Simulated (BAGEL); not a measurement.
**SiH3Br (SiBrH3), step by step**

Aim: energy and forces (RI-MP2/def2-TZVP), then energy and gradient, then energy and forces of SiH3Br (SiBrH3). The setting varied is the frozen core orbitals. 

The calculation is run with BAGEL 1.2.2.

1 further run of the same task is left out (set aside as unsound or not needed).

### Step 1. The molecule

SiH3Br: 5 atoms, total charge 0, spin state singlet. SMILES: `[H][Si]([H])([H])Br`. The shape is that of a GFN2-xTB optimisation.

Bond lengths: Si1–Br2 2.210 Å, Si1–H3 1.454 Å, Si1–H4 1.454 Å, Si1–H5 1.453 Å. Angles: Br2–Si1–H3 105.6°, Br2–Si1–H4 105.6°, Br2–Si1–H5 105.7°, H3–Si1–H4 113.0°, H3–Si1–H5 113.0°, H4–Si1–H5 113.0°.

### Step 2. Energy and gradient at RI-MP2/def2-TZVP (density fitting with tzvpp-jkfit, property dipole) (run 1)

job.json reads:

```json
{ "bagel" : [

{
  "title" : "molecule",
  "basis" : "def2-tzvp.json",
  "df_basis" : "tzvpp-jkfit",
  "angstrom" : true,
  "geometry" : [
    { "atom" : "Si", "xyz" : [      -0.001670,       0.001880,      -0.207420 ] },
    { "atom" : "Br", "xyz" : [       0.013160,      -0.019750,       2.002820 ] },
    { "atom" : "H", "xyz" : [       1.396060,       0.010900,      -0.606440 ] },
    { "atom" : "H", "xyz" : [      -0.707900,       1.215780,      -0.582090 ] },
    { "atom" : "H", "xyz" : [      -0.699650,      -1.208820,      -0.606880 ] }
  ]
},

{
  "title" : "force",
  "method" : [
    {
      "title" : "mp2",
      "frozen" : false
    }
  ]
}

]}
```

The basis set def2-TZVP is read from a file made from the Basis Set Exchange's data (not shown).

On the command line:

```
$ BAGEL_NUM_THREADS=1 BAGEL job.json > job.out
```

The program printed:

```text
* using 1 threads per process

  ===============================================================
  ===============================================================

  *** Geometry ***

  { "atom" : "Si", "xyz" : [     -0.003156,      0.003553,     -0.391967 ] },
  { "atom" : "Br", "xyz" : [      0.024869,     -0.037322,      3.784781 ] },
  { "atom" : "H", "xyz" : [      2.638171,      0.020598,     -1.146006 ] },
  { "atom" : "H", "xyz" : [     -1.337737,      2.297491,     -1.099991 ] },
  { "atom" : "H", "xyz" : [     -1.322147,     -2.284339,     -1.146837 ] },

  Number of auxiliary basis functions:      448

  Since a DF basis is specified, we compute 2- and 3-index integrals:
    o Being stored without compression. Storage requirement is 0.038 GB

[... 20 lines left out ...]
    * SCF iteration converged.
[... 1 line left out ...]
    * Permanent dipole moment:
[... 4 lines left out ...]
      MP2 correlation energy:   -0.5709413607
[... 1 line left out ...]
    * Permanent dipole moment: MP2 unrelaxed
[... 2 lines left out ...]
  === Z-vector iteration ===

      0     0.00046130734990           0.06
      1     0.00006990001987           0.06
      2     0.00001951749119           0.06
[... 5 lines of this table left out ...]
      8     0.00000000269237           0.06

    * Permanent dipole moment: MP2 relaxed
           (    0.004875,    -0.006208,     0.659827) a.u.

  * Nuclear energy gradient

    o Atom   0
        x         -0.0001982669
        y          0.0000726741
        z         -0.0129877349
    o Atom   1
        x          0.0000190892
        y          0.0000622769
        z         -0.0042186148
    o Atom   2
        x         -0.0038229092
        y         -0.0000598902
        z          0.0057918116
    o Atom   3
        x          0.0020118951
        y         -0.0034199196
        z          0.0056845823
    o Atom   4
        x          0.0019901919
        y          0.0033448587
        z          0.0057299553

    * METHOD: FORCE                               17.80

  ===============================================================
```

It took 21 s on 1 thread of Intel Xeon at 2.50GHz (Skylake/Cascade Lake), shared host; peak memory 0.26 GiB.

### Step 3. Energy and forces at RI-MP2/def2-TZVP (density fitting with tzvpp-jkfit, property dipole) (run 2)

mp2.json reads:

```json
{ "bagel": [

{
  "title": "molecule",
  "basis": "def2-tzvp.json",
  "df_basis": "tzvpp-jkfit",
  "angstrom": true,
  "geometry": [
    { "atom": "Si", "xyz": [   -0.001670,    0.001880,   -0.207420 ] },
    { "atom": "Br", "xyz": [    0.013160,   -0.019750,    2.002820 ] },
    { "atom": "H", "xyz": [    1.396060,    0.010900,   -0.606440 ] },
    { "atom": "H", "xyz": [   -0.707900,    1.215780,   -0.582090 ] },
    { "atom": "H", "xyz": [   -0.699650,   -1.208820,   -0.606880 ] }
  ]
},
{
  "title": "force",
  "method": [
    { "title": "mp2", "ncore": 7 }
  ]
}

]}
```

The basis set def2-TZVP is read from a file made from the Basis Set Exchange's data (not shown).

On the command line:

```
$ BAGEL_NUM_THREADS=1 BAGEL mp2.json > mp2.out
```

The program printed:

```text
* using 1 threads per process

  ===============================================================
  ===============================================================

  *** Geometry ***

  { "atom" : "Si", "xyz" : [     -0.003156,      0.003553,     -0.391967 ] },
  { "atom" : "Br", "xyz" : [      0.024869,     -0.037322,      3.784781 ] },
  { "atom" : "H", "xyz" : [      2.638171,      0.020598,     -1.146006 ] },
  { "atom" : "H", "xyz" : [     -1.337737,      2.297491,     -1.099991 ] },
  { "atom" : "H", "xyz" : [     -1.322147,     -2.284339,     -1.146837 ] },

  Number of auxiliary basis functions:      448

  Since a DF basis is specified, we compute 2- and 3-index integrals:
    o Being stored without compression. Storage requirement is 0.038 GB

[... 20 lines left out ...]
    * SCF iteration converged.
[... 1 line left out ...]
    * Permanent dipole moment:
[... 6 lines left out ...]
      MP2 correlation energy:   -0.5423111221
[... 1 line left out ...]
    * Permanent dipole moment: MP2 unrelaxed
[... 2 lines left out ...]
  === Z-vector iteration ===

      0     0.00046848952694           0.06
      1     0.00006812887564           0.09
      2     0.00001937587719           0.09
[... 5 lines of this table left out ...]
      8     0.00000000266162           0.08

    * Permanent dipole moment: MP2 relaxed
           (    0.004858,    -0.006185,     0.657409) a.u.

  * Nuclear energy gradient

    o Atom   0
        x         -0.0001970398
        y          0.0000709061
        z         -0.0128062686
    o Atom   1
        x          0.0000177016
        y          0.0000642732
        z         -0.0044232410
    o Atom   2
        x         -0.0038610913
        y         -0.0000601042
        z          0.0057997277
    o Atom   3
        x          0.0020311765
        y         -0.0034530534
        z          0.0056918578
    o Atom   4
        x          0.0020092531
        y          0.0033779782
        z          0.0057379235

    * METHOD: FORCE                               16.47

  ===============================================================
```

Run time: 18 s. Hardware: 1 thread of Intel Xeon at 2.50GHz (Skylake/Cascade Lake), shared host; peak memory 0.26 GiB.

### Step 4. Energy and forces at RI-MP2/def2-TZVP (density fitting with tzvpp-jkfit, property dipole) (run 3)

input.json reads:

```json
{ "bagel" : [

{
  "title" : "molecule",
  "basis" : "def2-tzvp.json",
  "df_basis" : "tzvpp-jkfit",
  "angstrom" : true,
  "geometry" : [
    { "atom" : "Si", "xyz" : [      -0.001670,       0.001880,      -0.207420 ] },
    { "atom" : "Br", "xyz" : [       0.013160,      -0.019750,       2.002820 ] },
    { "atom" : "H", "xyz" : [       1.396060,       0.010900,      -0.606440 ] },
    { "atom" : "H", "xyz" : [      -0.707900,       1.215780,      -0.582090 ] },
    { "atom" : "H", "xyz" : [      -0.699650,      -1.208820,      -0.606880 ] }
  ]
},

{
  "title" : "force",
  "method" : [
    {
      "title" : "mp2",
      "ncore" : 14
    }
  ]
}

]}
```

The basis set def2-TZVP is read from a file made from the Basis Set Exchange's data (not shown).

On the command line:

```
$ BAGEL_NUM_THREADS=1 BAGEL input.json > input.out
```

The program printed:

```text
* using 1 threads per process

  ===============================================================
  ===============================================================

  *** Geometry ***

  { "atom" : "Si", "xyz" : [     -0.003156,      0.003553,     -0.391967 ] },
  { "atom" : "Br", "xyz" : [      0.024869,     -0.037322,      3.784781 ] },
  { "atom" : "H", "xyz" : [      2.638171,      0.020598,     -1.146006 ] },
  { "atom" : "H", "xyz" : [     -1.337737,      2.297491,     -1.099991 ] },
  { "atom" : "H", "xyz" : [     -1.322147,     -2.284339,     -1.146837 ] },

  Number of auxiliary basis functions:      448

  Since a DF basis is specified, we compute 2- and 3-index integrals:
    o Being stored without compression. Storage requirement is 0.038 GB

[... 20 lines left out ...]
    * SCF iteration converged.
[... 1 line left out ...]
    * Permanent dipole moment:
[... 6 lines left out ...]
      MP2 correlation energy:   -0.3948799410
[... 1 line left out ...]
    * Permanent dipole moment: MP2 unrelaxed
[... 2 lines left out ...]
  === Z-vector iteration ===

      0     0.00037860134407           0.07
      1     0.00005256508193           0.07
      2     0.00001371236335           0.07
[... 4 lines of this table left out ...]
      7     0.00000000268338           0.07

    * Permanent dipole moment: MP2 relaxed
           (    0.004920,    -0.006265,     0.665915) a.u.

  * Nuclear energy gradient

    o Atom   0
        x         -0.0001949113
        y          0.0000684722
        z         -0.0125296554
    o Atom   1
        x          0.0000088893
        y          0.0000776179
        z         -0.0057753581
    o Atom   2
        x         -0.0053646209
        y         -0.0000691267
        z          0.0061669366
    o Atom   3
        x          0.0027906667
        y         -0.0047583589
        z          0.0060327243
    o Atom   4
        x          0.0027599761
        y          0.0046813955
        z          0.0061053520

    * METHOD: FORCE                               15.30

  ===============================================================
```

Run time: 18 s. Hardware: 1 thread of Intel Xeon at 2.50GHz (Skylake/Cascade Lake), shared host; peak memory 0.24 GiB.

### Step 5. Summary of results

| quantity | value |
| --- | --- |
| run 1, RI-MP2/def2-TZVP: total energy | -2863.71863 Eh |
| run 1, RI-MP2/def2-TZVP: dipole moment (of the density that the program reports) | 1.68 D |
| run 1, RI-MP2/def2-TZVP: correlation energy | -570.9 mEh |
| run 1, RI-MP2/def2-TZVP: largest force on an atom | 0.668 eV/Å |
| run 2, RI-MP2/def2-TZVP: total energy | -2863.69000 Eh |
| run 2, RI-MP2/def2-TZVP: dipole moment (of the density that the program reports) | 1.67 D |
| run 2, RI-MP2/def2-TZVP: correlation energy (7 core orbitals frozen) | -542.3 mEh |
| run 2, RI-MP2/def2-TZVP: largest force on an atom | 0.659 eV/Å |
| run 3, RI-MP2/def2-TZVP: total energy | -2863.54257 Eh |
| run 3, RI-MP2/def2-TZVP: dipole moment (of the density that the program reports) | 1.69 D |
| run 3, RI-MP2/def2-TZVP: correlation energy (14 core orbitals frozen) | -394.9 mEh |
| run 3, RI-MP2/def2-TZVP: largest force on an atom | 0.644 eV/Å |

In words: The largest force (run 1, RI-MP2/def2-TZVP) is 0.67 eV/Å: the shape isn't a stationary point for this species at this level. The largest force (run 3, RI-MP2/def2-TZVP) is 0.64 eV/Å: the shape isn't a stationary point for this species at this level. The largest force (run 2, RI-MP2/def2-TZVP) is 0.66 eV/Å: the shape isn't a stationary point for this species at this level.
